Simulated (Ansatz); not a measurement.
# CH6AsBO: the cost of one run

Program: Ansatz 0.2.0. Level of theory: RKS PBE/def2-SVP. These are calculated values, not measurements.

### 1 The starting structure

Bond lengths: C1–B2 1.553 Å, B2–O3 1.458 Å, O3–As4 1.951 Å, C1–H5 1.176 Å, C1–H6 1.099 Å, C1–H7 1.108 Å, B2–H8 1.186 Å, As4–H9 1.500 Å, As4–H10 1.539 Å. Angles: C1–B2–O3 120.0°, C1–B2–H8 119.2°, O3–B2–H8 120.8°, B2–C1–H5 107.6°, B2–C1–H6 113.9°, B2–C1–H7 112.9°, H5–C1–H6 105.4°, H5–C1–H7 107.1°, H6–C1–H7 109.4°, B2–O3–As4 105.2°, O3–As4–H9 93.8°, O3–As4–H10 94.3°, H9–As4–H10 96.7°.

As a file:

```xyz
10

C    -0.5085    1.2464   -0.0598
B    -0.5744   -0.2310   -0.5327
O    -0.7793   -1.2983    0.4388
As    1.0122   -1.8625    0.9648
H    -1.3936    1.8244   -0.5743
H     0.4041    1.7735   -0.3718
H    -0.6413    1.3555    1.0347
H    -0.4538   -0.4756   -1.6874
H     1.5086   -1.9515   -0.4484
H     1.5090   -0.4321    1.2389
```

### 2 End point A

Input file input.yaml:

```yaml
crystal:
  periodic: [false, false, false]
  atoms:
    - { symbol: C, position_ang: [-0.5085, 1.2464, -0.0598] }
    - { symbol: B, position_ang: [-0.5744, -0.231, -0.5327] }
    - { symbol: O, position_ang: [-0.7793, -1.2983, 0.4388] }
    - { symbol: As, position_ang: [1.0122, -1.8625, 0.9648] }
    - { symbol: H, position_ang: [-1.3936, 1.8244, -0.5743] }
    - { symbol: H, position_ang: [0.4041, 1.7735, -0.3718] }
    - { symbol: H, position_ang: [-0.6413, 1.3555, 1.0347] }
    - { symbol: H, position_ang: [-0.4538, -0.4756, -1.6874] }
    - { symbol: H, position_ang: [1.5086, -1.9515, -0.4484] }
    - { symbol: H, position_ang: [1.509, -0.4321, 1.2389] }
basis:
  gaussian: { orbitals: def2-SVP }
hamiltonian:
  xc: pbe
relax:
  f_tol: 0.02
  max_steps: 50
```

Launch:

```sh
> ansatz run input.yaml --threads 2 --pin off --max-ram 3072MiB --backend cpu --events-out ev --progress --plain --runs-dir out
```

Q: Estimate wall time and peak memory on 2 threads of Intel Xeon Platinum 8259CL at 2.50GHz (Skylake/Cascade Lake), shared host.

About 35 s, with a peak of 0.17 GiB.
